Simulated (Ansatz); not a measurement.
# CH6Cl2FNSi2: up Jacob's ladder to CCSD(T)

One table from this session's results is given with a row withheld; the runs are named, their logs left out.

The runs use Ansatz 0.2.0, Gaussian basis; functionals in def2-TZVPP, the program's frozen cores in correlated methods.

The runs, in order: PBE-D4, r2SCAN-D4, PBE0-D4, B3LYP-D4, ωB97X-V, ωB97M-V, B2PLYP; CCSD(T)/def2-TZVPP; MP2/def2-QZVPP; extrapolation to the limit.

## Structure used throughout

All runs share one geometry, relaxed beforehand with PBE0-D4 in a triple-zeta def2 set.

SMILES `C[SiH](F)N[SiH](Cl)Cl`, 13 atoms, charge 0, spin multiplicity 1.

Atoms are counted from 1 here; the program's logs count them from 0.

Bond lengths: C1–Si2 1.848 Å, C1–H8 1.092 Å, C1–H9 1.093 Å, C1–H10 1.093 Å, Si2–F3 1.602 Å, Si2–N4 1.724 Å, Si2–H11 1.481 Å, N4–Si5 1.701 Å, N4–H12 1.012 Å, Si5–Cl6 2.041 Å, Si5–Cl7 2.050 Å, Si5–H13 1.472 Å. Angles: Si2–C1–H8 110.1°, Si2–C1–H9 111.0°, Si2–C1–H10 111.4°, H8–C1–H9 108.3°, H8–C1–H10 107.6°, H9–C1–H10 108.3°, C1–Si2–F3 108.3°, C1–Si2–N4 110.2°, C1–Si2–H11 114.2°, F3–Si2–N4 110.0°, F3–Si2–H11 105.6°, N4–Si2–H11 108.3°, Si2–N4–Si5 129.2°, Si2–N4–H12 116.0°, Si5–N4–H12 114.8°, N4–Si5–Cl6 108.4°, N4–Si5–Cl7 112.5°, N4–Si5–H13 111.7° and more.

The first run:

File in.yaml:

```yaml
crystal:
  periodic: [false, false, false]
  atoms:
    - {symbol: C, position_ang: [-0.928849, 1.520410, -0.354520]}
    - {symbol: Si, position_ang: [-1.315702, -0.264921, -0.074247]}
    - {symbol: F, position_ang: [-1.917621, -0.869089, -1.429833]}
    - {symbol: N, position_ang: [0.112136, -1.121939, 0.371256]}
    - {symbol: Si, position_ang: [1.741623, -0.680468, 0.161758]}
    - {symbol: Cl, position_ang: [2.882661, -2.370844, 0.243940]}
    - {symbol: Cl, position_ang: [2.403380, 0.591349, 1.626909]}
    - {symbol: H, position_ang: [-1.832018, 2.058002, -0.651924]}
    - {symbol: H, position_ang: [-0.537087, 1.982747, 0.554514]}
    - {symbol: H, position_ang: [-0.190193, 1.648199, -1.150033]}
    - {symbol: H, position_ang: [-2.345182, -0.508165, 0.961854]}
    - {symbol: H, position_ang: [-0.030597, -1.996269, 0.859636]}
    - {symbol: H, position_ang: [1.957461, 0.011000, -1.119309]}
basis:
  gaussian: {orbitals: def2-TZVPP}
hamiltonian: {xc: pbe, dispersion: d4}
output: {forces: true, orbitals: {seedname: orbitals}}
```

Run with:

```sh
$ ansatz run in.yaml --threads 2 --pin off --events-out ev --progress --plain --max-ram 32768MiB --backend cuda --devices 0, --max-vram 18GiB
```

Steps of the session up to this table: PBE-D4 (GGA); r2SCAN-D4 (meta-GGA); PBE0-D4 (hybrid); B3LYP-D4 (hybrid); ωB97X-V (range-separated); ωB97M-V (range-separated); B2PLYP (double hybrid); CCSD(T) in def2-TZVPP; MP2 in def2-QZVPP.

One of the session's tables, all rows but one given; the rest of the session is left out.

```
            method  atomisation energy (eV)
            PBE-D4                   50.206
         r2SCAN-D4                   49.875
           PBE0-D4                   49.597
          B3LYP-D4                   49.555
           ωB97X-V                   50.093
           ωB97M-V                   50.078
            B2PLYP                   49.073
     HF/def2-TZVPP                   36.952
    MP2/def2-TZVPP                        ?
   CCSD/def2-TZVPP                   47.661
CCSD(T)/def2-TZVPP                   48.379
           MP2/CBS                   51.023
       CCSD(T)/CBS                   49.935
```

Q: Estimate the row for MP2/def2-TZVPP from the others.

**Answer.** atomisation energy (eV): 49.466. In the column «atomisation energy (eV)» it lies between B2PLYP (49.073) and B3LYP-D4 (49.555).

Limits of these values: Free atoms (1 C, 2 Si, 1 F, 1 N, 2 Cl, 6 H) were run apart at each level; the atomisation energy is their sum less the molecule, without zero-point or spin-orbit terms.
